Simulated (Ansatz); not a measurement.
# CH5BO2Si: one species, many methods

How much do the methods differ for CH5BO2Si? The plan is to run it at one geometry with functionals of several rungs and with coupled cluster, and see how far each lands from CCSD(T) at the basis-set limit for the atomisation energy.

Program: Ansatz 0.2.0, Gaussian basis. Level of theory: functionals in def2-TZVPP, the program's frozen cores in correlated methods. These are calculated values, not measurements.

The runs, in order: PBE-D4, r2SCAN-D4, PBE0-D4, B3LYP-D4, ωB97X-V, ωB97M-V, B2PLYP; CCSD(T)/def2-TZVPP; MP2/def2-QZVPP; extrapolation to the limit.

### 1 The relaxed structure

The geometry comes from an earlier relaxation with PBE0-D4 in a triple-zeta def2 set; it is a stationary point, not always the lowest conformer.

SMILES `O=CB(O)[SiH3]`, 10 atoms, charge 0, spin multiplicity 1.

Atoms are counted from 1 here; the program's logs count them from 0.

Bond lengths: O1–C2 1.212 Å, C2–B3 1.627 Å, C2–H6 1.110 Å, B3–O4 1.339 Å, B3–Si5 2.023 Å, O4–H7 0.976 Å, Si5–H8 1.491 Å, Si5–H9 1.491 Å, Si5–H10 1.485 Å. Angles: O1–C2–B3 117.5°, O1–C2–H6 118.9°, B3–C2–H6 123.6°, C2–B3–O4 112.2°, C2–B3–Si5 125.8°, O4–B3–Si5 122.0°, B3–O4–H7 108.8°, B3–Si5–H8 109.5°, B3–Si5–H9 109.2°, B3–Si5–H10 113.1°, H8–Si5–H9 107.0°, H8–Si5–H10 109.0°, H9–Si5–H10 109.0°.

### 2 PBE-D4 (GGA)

in.yaml reads:

```yaml
crystal:
  periodic: [false, false, false]
  atoms:
    - {symbol: O, position_ang: [-2.630404, -0.260705, 0.166606]}
    - {symbol: C, position_ang: [-1.503858, -0.400126, 0.591695]}
    - {symbol: B, position_ang: [-0.279011, 0.142671, -0.331925]}
    - {symbol: O, position_ang: [-0.712484, 0.693570, -1.472679]}
    - {symbol: Si, position_ang: [1.688380, 0.034469, 0.127597]}
    - {symbol: H, position_ang: [-1.359093, -0.885998, 1.579122]}
    - {symbol: H, position_ang: [-1.686650, 0.645447, -1.495495]}
    - {symbol: H, position_ang: [2.056480, -1.383755, 0.404452]}
    - {symbol: H, position_ang: [1.941511, 0.802253, 1.380811]}
    - {symbol: H, position_ang: [2.568128, 0.561075, -0.947284]}
basis:
  gaussian: {orbitals: def2-TZVPP}
hamiltonian: {xc: pbe, dispersion: d4}
output: {forces: true, orbitals: {seedname: orbitals}}
```

The run is started by

```sh
$ ansatz run in.yaml --threads 4 --pin off --events-out ev --progress --plain --max-ram 10444MiB
```

Further steps of the session: r2SCAN-D4 (meta-GGA); PBE0-D4 (hybrid); B3LYP-D4 (hybrid); ωB97X-V (range-separated); ωB97M-V (range-separated); B2PLYP (double hybrid); CCSD(T) in def2-TZVPP; MP2 in def2-QZVPP.

Before running them: what should the planned runs give, taken together? Wanted: atomisation energy, CCSD(T)/CBS; farthest; mean size of error, hybrid; mean size of error, range-separated; gap, smallest and largest; T1 diagnostic; triples share of the correlation energy.

The runs gave:

| quantity | value |
| --- | --- |
| atomisation energy, CCSD(T)/CBS | 39.108 eV |
| functionals within 0.196 eV (0.5 %) | PBE0-D4, B3LYP-D4, ωB97M-V |
| farthest | PBE-D4 (+0.963 eV) |
| mean size of error, hybrid | 0.038 eV |
| mean size of error, range-separated | 0.191 eV |
| gap, smallest and largest | 2.25 eV (PBE-D4), 9.49 eV (ωB97X-V) |
| T1 diagnostic | 0.0163 |
| triples share of the correlation energy | 3.9 % |

In words: PBE-D4 misses by +0.963 eV. Double hybrids carry the basis error of their MP2 part in triple zeta, and no dispersion term here, so their miss is partly the set-up's. Misses under about 0.196 eV are within the doubt on the reference itself, which lacks core-valence correlation, relativity and higher excitations. Hartree-Fock recovers 72 % of the binding; the rest is correlation. Orbital gaps span 2.3 to 9.5 eV; exact exchange widens them.
